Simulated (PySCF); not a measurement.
**GeCl₄: relaxation and vibrations of the singlet**

Aim: relax GeCl₄ as a singlet from a tetrahedral start, check by its vibrations whether the end is a minimum, and collect its spectrum and constants.

Computed with PySCF 2.14.0. Level: PBE0, basis Ge def2-TZVP, Cl def2-TZVP, no relativity, density fitting.

## Step 1: The system as given

5 atoms, charge 0, spin multiplicity 1.

Bond lengths: Ge1–Cl2 2.200 Å, Ge1–Cl3 2.200 Å, Ge1–Cl4 2.200 Å, Ge1–Cl5 2.200 Å. Angles: Cl2–Ge1–Cl3 109.5°, Cl2–Ge1–Cl4 109.5°, Cl2–Ge1–Cl5 109.5°, Cl3–Ge1–Cl4 109.5°, Cl3–Ge1–Cl5 109.5°, Cl4–Ge1–Cl5 109.5°.

Coordinates in bohr (charge 0 multiplicity 1):
```
Ge    0.0000    0.0000    0.0000
Cl   -2.4000   -2.4004   -2.4004
Cl   -2.4000    2.4004    2.4004
Cl    2.4000   -2.4004    2.4004
Cl    2.4000    2.4004   -2.4004
```

## Step 2: Finding the electronic state

The steps below are one call of a driver around PySCF. For each, scf.py gives the equivalent set-up of the SCF; relaxations use the driver's own optimiser. After this first run the driver tries any further starts and a stability analysis.

Input file scf.py:

```python
from pyscf import gto, scf, dft
mol = gto.M(atom='''
Ge     0.000000     0.000000     0.000000
Cl    -1.270000    -1.270250    -1.270250
Cl    -1.270000     1.270250     1.270250
Cl     1.270000    -1.270250     1.270250
Cl     1.270000     1.270250    -1.270250''',
    basis={'Ge': 'def2-TZVP', 'Cl': 'def2-TZVP'},
    charge=0, spin=0)
mf = dft.RKS(mol, xc='PBE0')
mf.grids.atom_grid = (50, 194)
aux = {'Ge': 'def2-universal-JKFIT', 'Cl': 'def2-universal-JKFIT'}
mf = mf.density_fit(auxbasis=aux)
mf.conv_tol = 1e-08
mf.diis_space = 10
mf.max_cycle = 60
mf.init_guess = 'minao'
mf.verbose = 4
mf.kernel()
```

The run is started by

```console
OMP_NUM_THREADS=4 python axn.py task.json out
```

After this run come: Relaxation: tetrahedral start, singlet; Hessian and properties.

Q: Predict the outcome of this session. Wanted: minimum; geometry; wavenumbers; dipole moment; highest occupied, lowest empty level; polar-tensor charge of Ge1; zero-point energy; atomisation energy.

**Answer**, as computed:

```
                                 quantity                                     value
                                  minimum                               singlet, Td
                                 geometry  Ge–Cl 2.117 Å (×4); Cl–Ge–Cl 109.5° (×6)
                       wavenumbers (cm⁻¹)     124 (e), 169 (t2), 400 (a1), 463 (t2)
                            dipole moment                                    0.00 D
     highest occupied, lowest empty level                           -9.67, -2.25 eV
               polar-tensor charge of Ge1                                   +2.02 e
                        zero-point energy                               15.2 kJ/mol
                      entropy at 298.15 K                           348.6 J/(mol K)
atomisation energy (no zero-point energy)                               1392 kJ/mol
```

What this shows: The molecule stays Td, as typed, and the end point is a minimum. In the infrared the band at 463 cm⁻¹ (t2, stretch) leads. Ge1 has a polar-tensor charge of +2.0 e (a dipole derivative, not a static charge), yet symmetry cancels the bond dipoles. Only this shape and spin were tried, so other structures or states may lie lower.
